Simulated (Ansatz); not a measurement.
# ClHMoOS2: up Jacob's ladder to CCSD(T)

An exercise on one series of results from a longer session: the logs are not shown, and one member is left open.

The runs use Ansatz 0.2.0, Gaussian basis; functionals in def2-TZVPP, the program's frozen cores in correlated methods.

The runs, in order: LDA (SPW92), PBE-D4, revPBE-D4, BLYP-D4, r2SCAN-D4, B97M-V, PBE0-D4, B3LYP-D4, r2SCANh-D4, r2SCAN0-D4, HSE06-D4, BHLYP-D4, CAM-B3LYP-D4, LC-ωPBE, ωB97X-V, ωB97M-V, B2PLYP, PBE-QIDH; CCSD(T)/def2-SVP; CCSD(T)/def2-TZVPP; MP2/def2-QZVPP; extrapolation to the limit; RPA on PBE.

### The geometry

An earlier PBE0-D4 in a triple-zeta def2 set relaxation fixed the geometry. Mo takes the def2 core potential; no spin-orbit term is included.

SMILES `[OH][Mo](=[S])(=[S])[Cl]`, 6 atoms, charge 0, spin multiplicity 1.

Atoms are counted from 1 here; the program's logs count them from 0.

Bond lengths: O1–Mo2 1.852 Å, O1–H6 0.963 Å, Mo2–S3 2.092 Å, Mo2–S4 2.091 Å, Mo2–Cl5 2.241 Å. Angles: Mo2–O1–H6 121.3°, O1–Mo2–S3 108.7°, O1–Mo2–S4 110.1°, O1–Mo2–Cl5 111.3°, S3–Mo2–S4 108.7°, S3–Mo2–Cl5 109.2°, S4–Mo2–Cl5 108.7°.

Coordinates:

```xyz
6

O    -0.7850    0.5776    1.1546
Mo    0.3073   -0.1283   -0.1639
S     1.7926   -1.2885    0.7436
S    -0.8082   -1.3478   -1.4452
Cl    1.2748    1.4919   -1.3733
H    -1.7394    0.6312    1.0380
```

Set-up of the first run:

The input, in.yaml:

```yaml
crystal:
  periodic: [false, false, false]
  atoms:
    - {symbol: O, position_ang: [-0.785041, 0.577554, 1.154582]}
    - {symbol: Mo, position_ang: [0.307315, -0.128304, -0.163909]}
    - {symbol: S, position_ang: [1.792587, -1.288500, 0.743637]}
    - {symbol: S, position_ang: [-0.808219, -1.347847, -1.445206]}
    - {symbol: Cl, position_ang: [1.274822, 1.491898, -1.373338]}
    - {symbol: H, position_ang: [-1.739365, 0.631199, 1.038033]}
basis:
  gaussian: {orbitals: def2-TZVPP}
hamiltonian: {xc: lda}
output: {orbitals: {seedname: orbitals}}
```

Steps of the session up to this table: LDA; PBE-D4 (GGA); revPBE-D4 (GGA); BLYP-D4 (GGA); r2SCAN-D4 (meta-GGA); B97M-V (meta-GGA); PBE0-D4 (hybrid); B3LYP-D4 (hybrid); r2SCANh-D4 (hybrid); r2SCAN0-D4 (hybrid); HSE06-D4 (hybrid); BHLYP-D4 (hybrid); CAM-B3LYP-D4 (range-separated); LC-ωPBE-D4 (range-separated; the results give it without D4); ωB97X-V (range-separated); ωB97M-V (range-separated); B2PLYP (double hybrid); PBE-QIDH (double hybrid).

One of the session's tables, all rows but one given; the rest of the session is left out.

It belongs to the step «Orbital energies across the functionals». 

```
  functional  HOMO (eV)  LUMO (eV)  gap (eV)
 LDA (SPW92)      -6.58      -4.22      2.37
      PBE-D4      -6.44      -4.06      2.38
   revPBE-D4      -6.38      -4.00      2.39
     BLYP-D4      -6.25      -3.90      2.35
   r2SCAN-D4      -6.72      -4.10      2.62
      B97M-V      -6.77      -4.04      2.72
     PBE0-D4          ?          ?         ?
    B3LYP-D4      -7.31      -3.59      3.71
  r2SCANh-D4      -7.12      -3.85      3.27
  r2SCAN0-D4      -7.73      -3.48      4.25
    HSE06-D4      -7.16      -3.82      3.34
    BHLYP-D4      -8.49      -2.67      5.82
CAM-B3LYP-D4      -8.72      -2.45      6.27
     LC-ωPBE     -10.01      -1.52      8.49
     ωB97X-V      -9.67      -1.52      8.15
     ωB97M-V      -9.50      -1.49      8.02
```

Q: Estimate the row for PBE0-D4 from the others.

The run gave: HOMO (eV): -7.55; LUMO (eV): -3.45; gap (eV): 4.09. In the column «HOMO (eV)» it lies between r2SCAN0-D4 (-7.73) and B3LYP-D4 (-7.31).
